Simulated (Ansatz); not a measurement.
**BGaH₆SSi: vertical ionisation energy**

Aim: the vertical ionisation energy of BGaH₆SSi, as cation minus neutral at the neutral's geometry, on several levels, and how well −ε(HOMO) stands in for it.

Computed with Ansatz 0.2.0, Gaussian basis. Level: unrestricted cation, the program's frozen cores in correlated methods.

Levels to be run: UKS PBE-D4/def2-TZVPP; UKS r2SCAN-D4/def2-TZVPP; UKS PBE0-D4/def2-TZVPP; UKS B3LYP-D4/def2-TZVPP; UKS wB97X-V/def2-TZVPP; UKS wB97M-V/def2-TZVPP; UKS B2PLYP/def2-TZVPP; UHF-CCSD(T)/def2-TZVPP; UHF-MP2/def2-QZVPP; extrapolation to the limit; then −ε(HOMO) from the neutral's earlier runs with LDA (SPW92), PBE-D4, revPBE-D4, BLYP-D4, r2SCAN-D4, B97M-V, PBE0-D4, B3LYP-D4, r2SCANh-D4, r2SCAN0-D4, HSE06-D4, BHLYP-D4, CAM-B3LYP-D4, LC-ωPBE, ωB97X-V, ωB97M-V.

### Step 1. The geometry

An earlier PBE0-D4 in a triple-zeta def2 set relaxation fixed the geometry.

SMILES `B[S][GaH][SiH3]`, 10 atoms, charge 0, spin multiplicity 1.

Atoms are counted from 1 here; the program's logs count them from 0.

Bond lengths: B1–S2 1.779 Å, B1–H5 1.194 Å, B1–H6 1.196 Å, S2–Ga3 2.237 Å, Ga3–Si4 2.409 Å, Ga3–H7 1.569 Å, Si4–H8 1.488 Å, Si4–H9 1.489 Å, Si4–H10 1.487 Å. Angles: S2–B1–H5 117.4°, S2–B1–H6 121.8°, H5–B1–H6 120.7°, B1–S2–Ga3 101.7°, S2–Ga3–Si4 118.7°, S2–Ga3–H7 112.9°, Si4–Ga3–H7 128.5°, Ga3–Si4–H8 110.4°, Ga3–Si4–H9 110.2°, Ga3–Si4–H10 110.5°, H8–Si4–H9 108.4°, H8–Si4–H10 108.8°, H9–Si4–H10 108.4°.

### Step 2. Cation, UKS PBE-D4/def2-TZVPP

Input file in.yaml:

```yaml
crystal:
  periodic: [false, false, false]
  atoms:
    - {symbol: B, position_ang: [-0.552028, 1.856537, -1.004115]}
    - {symbol: S, position_ang: [0.920494, 1.210795, -1.765892]}
    - {symbol: Ga, position_ang: [1.266844, -0.651197, -0.574954]}
    - {symbol: Si, position_ang: [-0.275797, -1.196467, 1.193024]}
    - {symbol: H, position_ang: [-0.993374, 2.877114, -1.438062]}
    - {symbol: H, position_ang: [-1.087203, 1.298350, -0.092270]}
    - {symbol: H, position_ang: [2.538895, -1.444158, -1.039696]}
    - {symbol: H, position_ang: [-1.649107, -1.371047, 0.648699]}
    - {symbol: H, position_ang: [0.131294, -2.464221, 1.858494]}
    - {symbol: H, position_ang: [-0.300018, -0.115717, 2.214772]}
basis:
  gaussian: {orbitals: def2-TZVPP}
total_charge: 1
magnetization: {spin_polarized: true, initial_magnetization: 1}
hamiltonian: {xc: pbe, dispersion: d4}
```

Run with:

```sh
ansatz run in.yaml --threads 2 --pin off --events-out ev --progress --plain --max-ram 32768MiB --backend cpu
```

The runs that follow: Cation, UKS r2SCAN-D4/def2-TZVPP; Cation, UKS PBE0-D4/def2-TZVPP; Cation, UKS B3LYP-D4/def2-TZVPP; Cation, UKS wB97X-V/def2-TZVPP; Cation, UKS wB97M-V/def2-TZVPP; Cation, UKS B2PLYP (frozen core)/def2-TZVPP; Cation, UHF-CCSD(T)/def2-TZVPP; Cation, UHF-MP2/def2-QZVPP.

**Question.** What will the summary of the whole plan be? Wanted: ionisation energy, CCSD(T)/CBS; nearest functional by difference; nearest −ε(HOMO); −ε(HOMO) of PBE; T1 of the cation.

**Answer**, as computed:

```
                        quantity               value
  ionisation energy, CCSD(T)/CBS             9.84 eV
nearest functional by difference  ωB97X-V (-0.09 eV)
                nearest −ε(HOMO)  ωB97X-V (+0.06 eV)
                 −ε(HOMO) of PBE             6.64 eV
                T1 of the cation               0.033
```

By cation minus neutral, the functionals miss by 0.56 eV at most. −ε(HOMO) of PBE misses by 3.2 eV, since self-interaction lifts the level. Among orbital estimates ωB97X-V comes nearest. Hartree-Fock falls 0.83 eV short, as the neutral has more correlation energy than the cation. The cation's T1 (from the report) is 0.033, near the customary mark of 0.045 for open shells, so the coupled-cluster value is less safe. Correlated methods include outer-core shells of Ga, which these sets cover unevenly. With outer-core shells in play the reference is unsure by up to some tenths of an eV, so close misses can't be ranked.
